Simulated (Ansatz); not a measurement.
This script drives the Python package of Ansatz (0.2.0).

The script reads `gepbo3.cif`:
```cif
data_GePbO3
_cell_length_a 3.888437
_cell_length_b 3.888437
_cell_length_c 3.888437
_cell_angle_alpha 90.00000
_cell_angle_beta 90.00000
_cell_angle_gamma 90.00000
_symmetry_space_group_name_H-M 'P 1'
_symmetry_Int_Tables_number 1
loop_
_symmetry_equiv_pos_as_xyz
'x, y, z'
loop_
_atom_site_label
_atom_site_type_symbol
_atom_site_fract_x
_atom_site_fract_y
_atom_site_fract_z
Ge1 Ge    0.500000    0.500000    0.500000
Pb2 Pb    0.000000    0.000000    0.000000
O3 O    0.000000    0.500000    0.500000
O4 O    0.500000    0.500000    0.000000
O5 O    0.500000    0.000000    0.500000
```

`run_elastic.py`:
```python
"""Elastic constants of GePbO3."""

from dataclasses import replace
import warnings

import ansatz as az
from ase.io import read
import numpy as np

warnings.simplefilter("ignore", az.DeckWarning)

atoms = read("gepbo3.cif")
gepbo3 = az.Crystal.from_ase(atoms)

model = (
    gepbo3.calculation()
    .functional(az.Functional.LDA)
    .basis(28 * az.Ry)
    .occupations("fermi_dirac", width=0.1)
    .scf(tolerance=1e-08)
    .kpoints(6, 6, 6)
)
# relax, then strain
rest = model.relax(cell=True).run(threads=1).lattice
relaxed = az.Crystal(lattice=az.Lattice.of(rest.cell_ang))
for site in rest.sites:
    relaxed = relaxed.atom(site.symbol, site.position_frac)
model = replace(model, crystal=relaxed)
print("relaxed volume {:.3f} A^3".format(abs(np.linalg.det(rest.cell_ang))))
done = model.elastic("clamped_ion").run(threads=1)
elastic = done.elastic

C = np.asarray(elastic.c_gpa)
for i in range(6):
    for j in range(i, 6):
        if abs(C[i, j]) > 0.05:
            print(f"C{i + 1}{j + 1} = {C[i, j]:.1f} GPa")
print("smallest eigenvalue of C:", round(elastic.stability.min_eigenvalue_gpa, 1), "GPa; stable:", elastic.stability.stable)
# averaged moduli need a positive definite tensor
if elastic.stability.min_eigenvalue_gpa > 0:
    m = elastic.moduli
    print(f"K = {m.k_hill_gpa:.1f}, G = {m.g_hill_gpa:.1f}, E = {m.youngs_gpa:.1f} GPa, Poisson ratio {m.poisson:.3f}, K/G = {m.k_hill_gpa / m.g_hill_gpa:.2f}")
```

It is started by `python run_elastic.py`. Estimate its wall time and peak memory on 1 thread of Arm Neoverse V1 (shared host).

It took about 41 s, with a peak of 0.51 GiB, for 2 runs of the engine.

```console
$ python run_elastic.py
relaxed volume 55.017 A^3
C11 = 313.5 GPa
C12 = 141.5 GPa
C13 = 141.5 GPa
C22 = 313.5 GPa
C23 = 141.5 GPa
C33 = 313.5 GPa
C44 = 152.3 GPa
C55 = 152.3 GPa
C66 = 152.3 GPa
smallest eigenvalue of C: 152.3 GPa; stable: True
K = 198.8, G = 121.1, E = 301.9 GPa, Poisson ratio 0.247, K/G = 1.64
```

These settings explore the input space; cutoff and mesh may be short of convergence. The cutoff lies under the one recommended for these potentials. Under the recommended cutoff a pressure can be off by several GPa, even in sign. For a metal this k-point mesh is coarse: on a finer one energies can move by several to tens of meV an atom and pressures by half a GPa or more, differences at one mesh by less. A positive definite tensor excludes instabilities under uniform strain alone; phonons elsewhere in the zone can still be imaginary. The program warned that this SCF threshold is loose for forces or stresses. Spin-orbit coupling, which matters for elements this heavy, is left out. These are clamped-ion constants: where atoms have free coordinates under strain, the relaxed-ion ones can be far smaller or negative, so this tensor doesn't settle whether the crystal is stable. The structure comes from a database of computed cells and needn't be a stable or known phase. The constants belong to the cell that was strained; where it wasn't relaxed first it may be under stress. The script silences the warnings on its input, which a real study should read.

(A comment or docstring line of the script was reworded after the run, the code is as it ran.)
